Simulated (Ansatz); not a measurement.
## C₃H₅O, SMILES [CH2]C(C)=O: an atomisation energy, step by step

Program: Ansatz's Python interface.

Contents of `c3h5o.xyz`:
```text
9

C    -0.75170    0.96970   -0.59430
C     0.07650   -0.16380   -0.57510
C     0.49830   -0.67520    0.74960
O     0.49440   -0.67400   -1.63430
H    -1.11720    1.37110   -1.59080
H    -1.11330    1.50870    0.30770
H     0.21480   -1.70540    0.88900
H     1.66080   -0.61810    0.80850
H     0.12580   -0.05920    1.62250
```

Run as a notebook:

**Cell 1**
```python
from collections import Counter

import ansatz
```

**Cell 2**
```python
def energy(molecule, charge=0, unpaired=0):
    calc = (
        molecule.calculation()
        .basis(gaussian='6-31G*')
        .functional('pbe0', dispersion='d4')
    )
    if charge:
        calc = calc.charge(charge)
    if unpaired:
        calc = calc.spin('collinear', total=unpaired)
    return calc.run(threads=1, backend='cpu').report['free_energy_ev']
```

**Cell 3**
```python
molecule = ansatz.Crystal.molecule_from_extxyz('c3h5o.xyz')
```

**Cell 4**
```python
# unpaired electrons of the ground-state atoms
unpaired = {'C': 2, 'O': 2, 'H': 1}
counts = Counter(site.symbol for site in molecule.cartesian_sites)
atom_energy = {s: energy(ansatz.Crystal.molecule().atom(s, (0, 0, 0)), 0, unpaired[s]) for s in counts}
whole = energy(molecule, 0, 1)
for s, e in atom_energy.items():
    print(f'{s:2s} x{counts[s]}  {e:14.5f} eV')
print(f'C3H5O: {whole:.5f} eV')
split = sum(counts[s] * e for s, e in atom_energy.items()) - whole
print(f'atomisation energy (no zero-point term): {split:.3f} eV, {split / sum(counts.values()):.3f} eV an atom')
```
Output:
```text
C  x3     -1028.41225 eV
O  x1     -2040.44568 eV
H  x5       -13.58146 eV
C3H5O: -5231.76680 eV
atomisation energy (no zero-point term): 38.177 eV, 4.242 eV an atom
```

38.177 eV from the electronic energies, without the zero-point term.

Caveats:
- Total energies depend on the basis set; only differences at equal settings carry meaning.
- The geometry is a force-field or estimated start, not a minimum of this method, and the basis set is short of its limit. All parts are taken at fixed geometry, without zero-point energy.
- The species is open-shell (spin multiplicity 2).
- Finished in 4.5 s on 1 thread of Arm Neoverse V1 (shared host), peak memory 0.22 GiB.
